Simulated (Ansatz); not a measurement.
# F2H3NSi: the cost of one run

Program: Ansatz 0.2.0, Gaussian basis. Level of theory: the settings change from run to run. These are calculated values, not measurements.

**1. The molecule**

An earlier PBE0-D4 in a triple-zeta def2 set relaxation fixed the geometry.

7 atoms, charge 0, spin multiplicity 1.

Atoms are counted from 1 here; the program's logs count them from 0.

Bond lengths: N1–Si2 1.684 Å, N1–H5 1.006 Å, N1–H6 1.007 Å, Si2–F3 1.586 Å, Si2–F4 1.591 Å, Si2–H7 1.470 Å. Angles: Si2–N1–H5 121.4°, Si2–N1–H6 122.6°, H5–N1–H6 112.3°, N1–Si2–F3 108.1°, N1–Si2–F4 114.7°, N1–Si2–H7 110.9°, F3–Si2–F4 104.6°, F3–Si2–H7 111.4°, F4–Si2–H7 107.1°.

Coordinates:

```mol
F2H3NSi
  3D, bonds by distance, orders not assigned

  7  6  0  0  0  0  0  0  0  0999 V2000
   -0.4993    0.8993   -0.1540 N   0  0
    0.3972   -0.5093    0.0623 Si  0  0
    0.9763   -0.5032    1.5391 F   0  0
   -0.4450   -1.8553   -0.0319 F   0  0
   -0.7114    1.2503   -1.0725 H   0  0
   -1.1301    1.2539    0.5457 H   0  0
    1.4733   -0.6036   -0.9344 H   0  0
  1  2  8  0
  2  3  8  0
  2  4  8  0
  1  5  8  0
  1  6  8  0
  2  7  8  0
M  END
```

**2. BLYP/cc-pVTZ**

Set apart from the defaults: multiplicity 3, D3(BJ) dispersion, high accuracy.

File in.yaml:

```yaml
crystal:
  periodic: [false, false, false]
  atoms:
    - {symbol: N, position_ang: [-0.499292, 0.899307, -0.153994]}
    - {symbol: Si, position_ang: [0.397241, -0.509314, 0.062312]}
    - {symbol: F, position_ang: [0.976348, -0.503222, 1.539114]}
    - {symbol: F, position_ang: [-0.444964, -1.855327, -0.031935]}
    - {symbol: H, position_ang: [-0.711420, 1.250252, -1.072541]}
    - {symbol: H, position_ang: [-1.130062, 1.253869, 0.545680]}
    - {symbol: H, position_ang: [1.473349, -0.603566, -0.934436]}
basis:
  gaussian: {orbitals: cc-pVTZ}
magnetization: {spin_polarized: true, initial_magnetization: 2}
hamiltonian: {xc: {name: BLYP}, dispersion: d3bj}
accuracy: high
output: {forces: true}
```

Started as:

```console
ansatz run in.yaml --threads 2 --pin off --events-out ev --progress --plain --max-ram 22528MiB --backend cpu
```

**Question.** How long does this run take on 2 threads of AMD EPYC 7R13, shared host, and how much memory does it need?

About 19 s, with a peak of 0.77 GiB.
